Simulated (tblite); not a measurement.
# C4H11B2ClN2: the cost of one run

Programs: tblite 0.8.0 and PySCF 2.14.0, with density-fitted response routines of our own. Each step states its level of theory. These are calculated values for one molecule in the gas phase, unless marked as measured. Atoms are numbered from 0 throughout.

## (1) The starting structure

20 atoms, charge 0, multiplicity 1; geometry from: force field or distance geometry start.

Bonds of the start (Å): N0–B1 1.53, B1–B2 1.66, B2–Cl3 1.85, B2–N4 1.55, N4–C5 1.46, C5–C6 1.52, C6–C7 1.52, C7–C8 1.52, C8–N4 1.42, N0–H9 1.05, N0–H10 1.03, B1–H11 1.20, C5–H12 1.08, C5–H13 1.12, C6–H14 1.11, C6–H15 1.10, C7–H16 1.10, C7–H17 1.09, C8–H18 1.10, C8–H19 1.10.

## (2) Optimising the geometry with GFN2-xTB

What the job is given:

```
{"job": {"kind": "relax", "xc": "GFN2-xTB", "basis": "xTB"}, "charge": 0, "multiplicity": 1}
N      3.832200    -0.278700    -0.558000
B      2.340800    -0.463800    -0.848000
B      1.189700     0.601800    -0.309000
Cl     1.215100     0.960000     1.502600
N     -0.230300     0.313800    -0.846800
C     -0.585800    -0.961200    -0.232200
C     -1.759400    -0.656400     0.677000
C     -2.416900     0.442700    -0.138600
C     -1.189400     1.284300    -0.439100
H      4.008100    -0.182600     0.468000
H      4.264400     0.452500    -1.141500
H      1.979100    -1.602600    -0.962600
H     -0.811300    -1.703000    -0.991100
H      0.246600    -1.330100     0.427000
H     -1.378600    -0.164500     1.590400
H     -2.410000    -1.522600     0.861300
H     -2.747500     0.028800    -1.107800
H     -3.198400     0.966800     0.414200
H     -0.928200     1.838800     0.479700
H     -1.425400     1.986600    -1.258300
```

Run with:

```console
$ OMP_NUM_THREADS=1 python probes_run.py task.json out
```

This one command runs all jobs of the session in turn.

Q: Estimate the wall time of this first job on 1 thread of Arm Neoverse N1, shared host.

About 1.3 s.
